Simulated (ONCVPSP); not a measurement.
# An ONCV potential for aluminium, from input to tests

Task: generate the file, and judge it by its errors in other configurations, its logarithmic derivatives, its ghosts and its cutoff.

The numbers are computed with ONCVPSP 4.0.1.1 (patched build) (PBEsol, scalar-relativistic, spin-unpolarised reference atom).

**1. Starting point**

The settings as typed:

- element: aluminium (Al, Z = 13)
- type: optimised norm-conserving Vanderbilt (ONCV)
- frozen core: [Ne]
- valence charge: 3
- reference configuration: 3s2 3p0.75 (charge +0.25)
- partial waves: 3s: rc 1.65 bohr, ncon 4, nbas 8, qcut 4 1/bohr, 2 projectors, debl 0.5 Ha; 3p: rc 2.25 bohr, ncon 4, nbas 7, qcut 3.5 1/bohr, 1 projector; d scattering state at 0.22 Ha: rc 2.05 bohr, ncon 5, nbas 8, qcut 5.1 1/bohr, 1 projector
- local potential: polynomial inside 1.50 bohr (lpopt 5, dvloc0 -1 Ha)
- core correction: not asked for

The nodes and maxima of the atom's own shells, from an earlier all-electron run, set the scale for the radii.

All-electron outer shells of the reference configuration (PBEsol, scalar-relativistic, ld1.x):

```csv
shell,level (eV),outermost node (bohr),outermost maximum (bohr)
2s,-109.68,0.16,0.50
2p,-71.37,–,0.43
3s,-9.33,0.80,2.06
3p,-4.13,0.82,2.58
```

**2. The generation run**

Contents of Al.dat:

```
# ATOM AND REFERENCE CONFIGURATION
# atsym  z   nc   nv     iexc    psfile
  Al 13.00    3    2  -116133      upf
#
#   n    l    f
    1    0    2.00
    2    0    2.00
    2    1    6.00
    3    0    2.00
    3    1    0.75
#
# PSEUDOPOTENTIAL AND OPTIMIZATION
# lmax
    2
#
#   l,   rc,      ep,       ncon, nbas, qcut
    0    1.65    0.00    4    8    4.00
    1    2.25    0.00    4    7    3.50
    2    2.05    0.22    5    8    5.10
#
# LOCAL POTENTIAL
# lloc, lpopt,  rc(5),   dvloc0
    4    5    1.50   -1.00
#
# VANDERBILT-KLEINMAN-BYLANDER PROJECTORs
# l, nproj, debl
    0    2    0.50
    1    1    1.20
    2    1    1.60
#
# MODEL CORE CHARGE
# icmod, fcfact, rcfact
    0    0.00    0.00
#
# LOG DERIVATIVE ANALYSIS
# epsh1, epsh2, depsh
   -2.00    5.00    0.02
#
# OUTPUT GRID
# rlmax, drl
    6.00    0.01
#
# TEST CONFIGURATIONS
# ncnf
    4
# nvcnf
#   n    l    f
    2
    3    0    2.00
    3    1    1.00
#
    2
    3    0    2.00
    3    1    0.00
#
    2
    3    0    1.00
    3    1    0.00
#
    2
    3    0    2.00
    3    1    0.50
#
```

Started as:

```console
$ oncvpsp.x < Al.dat > Al.out
```

What does the calculation give? Wanted: cutoffs for 1 and 0.1 mHa per electron, occupied waves; bound ghosts; GHOST(+) flags; largest test error; largest phase difference near zero energy, channels read.

As calculated:

| quantity | value |
| --- | --- |
| cutoffs for 1 and 0.1 mHa per electron, occupied waves | 5.7 Ha and 11 Ha |
| bound ghosts | s at -92.42 eV |
| GHOST(+) flags | none at low energy |
| largest test error (AE − PS) | +12 meV, for 3s1 3p0 |
| largest phase difference near zero energy, channels read | 0.011 rad |

A bound ghost (s) makes it unfit for use: electrons can fall into a state that the atom doesn't have. The worst unpolarised test, 3s1 3p0, is off by 12 meV on 24.1 eV; by total energies transferability rates as good. Atomic tests can pass in spite of a ghost, since they solve only for the levels asked. By its cutoff, 5.7 Ha for the looser tolerance, it is soft on the atom at that tolerance. At the looser tolerance the 3s wave is the slowest; 3p needs 2 Ha. That counts occupied waves only; other projectors can need more. Near zero energy the phases of the channels with partial waves agree within 0.011 rad.
